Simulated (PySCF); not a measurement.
# C₅H₁₀O₂Si: magnetic properties

What do calculations give for the magnetic properties of C₅H₁₀O₂Si (`C=CC[Si](O)(O)C=C`)?

Programs: PySCF 2.14.0, with routines of our own; each step states its level. All values are computed. Atoms count from 0.

## 1. The system as given

18 atoms, charge 0, multiplicity 1; geometry from: GFN2-xTB.

## 2. Magnetic properties: GIAO BHandHLYP/pcSseg-1

The job: settings as JSON, then the geometry in Å.

```
{"job": {"kind": "mag", "xc": "BHandHLYP", "basis": "pcSseg-1", "isotopologues": 2}, "charge": 0, "multiplicity": 1}
C      2.768491     0.505163    -0.416574
C      2.008701    -0.529203    -0.105339
C      0.849386    -1.001664    -0.907821
Si    -0.806505    -0.689478    -0.009917
O     -0.753340    -1.584811     1.345552
O     -2.094418    -1.260818    -0.849503
C     -1.003090     1.155012     0.355247
C     -2.059900     1.889283     0.044229
H      2.603167     1.079093    -1.314574
H      3.588055     0.822456     0.205487
H      2.188637    -1.084931     0.804609
H      0.851852    -0.508720    -1.881008
H      0.946100    -2.074966    -1.077812
H     -1.566003    -1.861507     1.761642
H     -2.308453    -0.896521    -1.702537
H     -0.175982     1.641985     0.856260
H     -2.127579     2.941981     0.274220
H     -2.917877     1.463964    -0.452855
```

Method: GIAO BHandHLYP/pcSseg-1 magnetisability, rotational g tensor and spin-rotation constants, non-relativistic, gas phase.

On the command line:

```console
$ OMP_NUM_THREADS=1 python excited_run.py task.json out
```

The driver reads the jobs from task.json and runs them one after another.

What it wrote:

```text
coarse grid: 15432 points
cycle   1  E = -636.0946225788  dE =  1.112e+00  |g| = 9.059e-01  |ddm| = 3.753e+00
cycle   2  E = -636.0912270529  dE =  3.396e-03  |g| = 9.633e-01  |ddm| = 1.283e+00
cycle   3  E = -636.2495038078  dE = -1.583e-01  |g| = 7.270e-02  |ddm| = 7.234e-01
cycle   4  E = -636.2504565320  dE = -9.527e-04  |g| = 3.187e-02  |ddm| = 8.106e-02
cycle   5  E = -636.2507133434  dE = -2.568e-04  |g| = 6.052e-03  |ddm| = 2.866e-02
cycle   6  E = -636.2507207395  dE = -7.396e-06  |g| = 2.635e-03  |ddm| = 6.513e-03
final grid: 144104 points
cycle   7  E = -636.3039474374  dE = -1.897e-05  |g| = 4.356e-03  |ddm| = 1.481e-02
cycle   8  E = -636.3039462554  dE =  1.182e-06  |g| = 4.920e-03  |ddm| = 7.863e-03
cycle   9  E = -636.3039522855  dE = -6.030e-06  |g| = 4.738e-04  |ddm| = 4.007e-03
cycle  10  E = -636.3039523350  dE = -4.945e-08  |g| = 1.182e-04  |ddm| = 3.945e-04
cycle  11  E = -636.3039523387  dE = -3.673e-09  |g| = 3.355e-05  |ddm| = 1.345e-04
cycle  12  E = -636.3039523389  dE = -2.219e-10  |g| = 9.398e-06  |ddm| = 3.385e-05
converged SCF energy = -636.3039523389

Magnetisability tensor (1e-30 J/T^2)
    -1318.15       23.66       92.42
       23.66    -1265.13      -31.40
       92.42      -31.40    -1353.42
isotropic -1312.23   principal values   -1438.75  -1256.46  -1241.49
isotropic susceptibility -79.025 1e-6 cm^3/mol

Inertial axes            a          b          c
rot. const./GHz      2.1408     1.2187     0.9745
chi total           -80.363    -75.993    -80.718
chi diamagnetic    -682.604  -1106.776  -1358.354
chi paramagnetic    602.241   1030.783   1277.636
quadrupole/D A       -1.571     -2.102      3.672
g nuclear            0.5899     0.5788     0.5765
g electronic        -0.6057    -0.5902    -0.5849
g total             -0.0158    -0.0113    -0.0084

Spin-rotation constants (kHz, H = +C I.J)
atom  isotope        aa         bb         cc
  8     1H       -0.224     -0.059      0.024
  9     1H       -0.024     -0.117     -0.022
 10     1H       -0.204     -0.064      0.039
 11     1H       -0.231     -0.117      0.003
 12     1H       -0.218      0.030     -0.111
 13     1H       -0.059     -0.128     -0.096
 14     1H       -0.251     -0.138     -0.014
 15     1H       -0.018     -0.058     -0.049
 16     1H       -0.227      0.105     -0.094
 17     1H        0.008     -0.084     -0.054
  0    13C*       0.584      0.277      0.377
  1    13C*       0.624      0.337      0.424
  2    13C*       0.333      0.209      0.149
  3   29Si*      -1.251     -0.741     -0.571
  4    17O*      -0.172     -0.101     -0.084
  6    13C*       0.752      0.530      0.214
  7    13C*       0.655      0.539      0.219
* in the singly substituted isotopologue

Isotopologues: g along a, b, c
2H    at 8,9,10,11,12,1    -0.0135    -0.0098    -0.0074
13C   at 0                 -0.0158    -0.0110    -0.0083
```

Wall time 33 s (1 thread of Arm Neoverse V2, shared host); peak memory 0.94 GiB.

In short:

| quantity | value |
| --- | --- |
| magnetisability | -1312·10⁻³⁰ J/T² |
| molar susceptibility | -79.0·10⁻⁶ cm³/mol |
| rotational g (a, b, c) | -0.0158, -0.0113, -0.0084 |

## 3. Magnetic properties: common gauge origin mPW1PW91/6-31G

Settings changed since step 2:

```diff
@@ -1,2 +1,2 @@
-{"job": {"kind": "mag", "xc": "BHandHLYP", "basis": "pcSseg-1", "isotopologues": 2}, "charge": 0, "multiplicity": 1}
+{"job": {"kind": "mag", "xc": "mPW1PW91", "basis": "6-31G", "gauge": [0, 0, 0]}, "charge": 0, "multiplicity": 1}
 C      2.768491     0.505163    -0.416574
```

Level: common gauge origin mPW1PW91/6-31G magnetisability, rotational g tensor and spin-rotation constants, non-relativistic, gas phase.

What it wrote:

```text
coarse grid: 15432 points
cycle   1  E = -636.1644942628  dE =  1.153e+00  |g| = 1.000e+00  |ddm| = 3.873e+00
cycle   2  E = -635.9945192410  dE =  1.700e-01  |g| = 1.386e+00  |ddm| = 2.172e+00
cycle   3  E = -636.3675961524  dE = -3.731e-01  |g| = 1.289e-01  |ddm| = 1.387e+00
cycle   4  E = -636.3716574719  dE = -4.061e-03  |g| = 3.119e-02  |ddm| = 1.701e-01
cycle   5  E = -636.3718951371  dE = -2.377e-04  |g| = 1.039e-02  |ddm| = 3.433e-02
cycle   6  E = -636.3719240036  dE = -2.887e-05  |g| = 1.836e-03  |ddm| = 1.078e-02
cycle   7  E = -636.3719248730  dE = -8.694e-07  |g| = 6.149e-04  |ddm| = 2.421e-03
final grid: 144104 points
cycle   8  E = -636.2926920503  dE = -2.169e-05  |g| = 6.128e-03  |ddm| = 1.922e-02
cycle   9  E = -636.2926900587  dE =  1.992e-06  |g| = 6.923e-03  |ddm| = 1.324e-02
cycle  10  E = -636.2927023579  dE = -1.230e-05  |g| = 9.743e-04  |ddm| = 7.296e-03
cycle  11  E = -636.2927025439  dE = -1.860e-07  |g| = 9.269e-05  |ddm| = 8.418e-04
cycle  12  E = -636.2927025451  dE = -1.129e-09  |g| = 7.352e-05  |ddm| = 2.050e-04
cycle  13  E = -636.2927025465  dE = -1.440e-09  |g| = 2.013e-05  |ddm| = 8.957e-05
cycle  14  E = -636.2927025466  dE = -1.078e-10  |g| = 2.840e-06  |ddm| = 2.310e-05
converged SCF energy = -636.2927025466

Magnetisability tensor (1e-30 J/T^2)
    -7777.17     -128.04    -1124.82
     -128.04   -10930.26      328.97
    -1124.82      328.97   -13229.92
isotropic -10645.79   principal values  -13487.60 -10906.15  -7543.60
isotropic susceptibility -641.104 1e-6 cm^3/mol

Inertial axes            a          b          c
rot. const./GHz      2.1408     1.2187     0.9745
chi total          -459.348   -660.006   -803.959
chi diamagnetic    -681.618  -1105.056  -1356.926
chi paramagnetic    222.271    445.050    552.967
quadrupole/D A       -0.904     -2.682      3.587
g nuclear            0.5899     0.5788     0.5765
g electronic        -0.2235    -0.2548    -0.2532
g total              0.3664     0.3240     0.3233

Spin-rotation constants (kHz, H = +C I.J)
atom  isotope        aa         bb         cc
  8     1H        0.050     -0.249      0.099
  9     1H       -0.032      0.746      0.741
 10     1H       -0.404     -0.167     -0.260
 11     1H       -0.283     -0.355     -0.540
 12     1H        0.070     -0.373     -0.245
 13     1H        0.912      0.368      0.367
 14     1H        0.028      0.654     -0.160
 15     1H        0.089     -0.652     -0.505
 16     1H        1.296      0.135      0.571
 17     1H       -0.895      0.570      0.084
  0    13C*       0.404      0.242      0.327
  1    13C*       0.329      0.140      0.196
  2    13C*       0.064     -0.075     -0.084
  3   29Si*      -0.989     -0.556     -0.388
  4    17O*      -0.133     -0.081     -0.087
  6    13C*       0.337      0.296     -0.033
  7    13C*       0.513      0.457      0.160
* in the singly substituted isotopologue
```

Wall time 6.3 s (1 thread of Arm Neoverse V2, shared host); peak memory 0.55 GiB.

A normal end doesn't make this result sound: a common gauge origin replaces GIAOs, so the magnetic properties depend on where the origin lies.

## 4. What came out

| quantity | value |
| --- | --- |
| magnetisability (step 2, GIAO BHandHLYP/pcSseg-1) | -1312·10⁻³⁰ J/T² |
| molar susceptibility (step 2, GIAO BHandHLYP/pcSseg-1) | -79.0·10⁻⁶ cm³/mol |
| rotational g (a, b, c) (step 2, GIAO BHandHLYP/pcSseg-1) | -0.0158, -0.0113, -0.0084 |
| runs | 0 failed, 1 ended on unsound input |

What this shows: The values above hold for this geometry and these levels alone. Vibrational averaging and real surroundings are missing from these values.
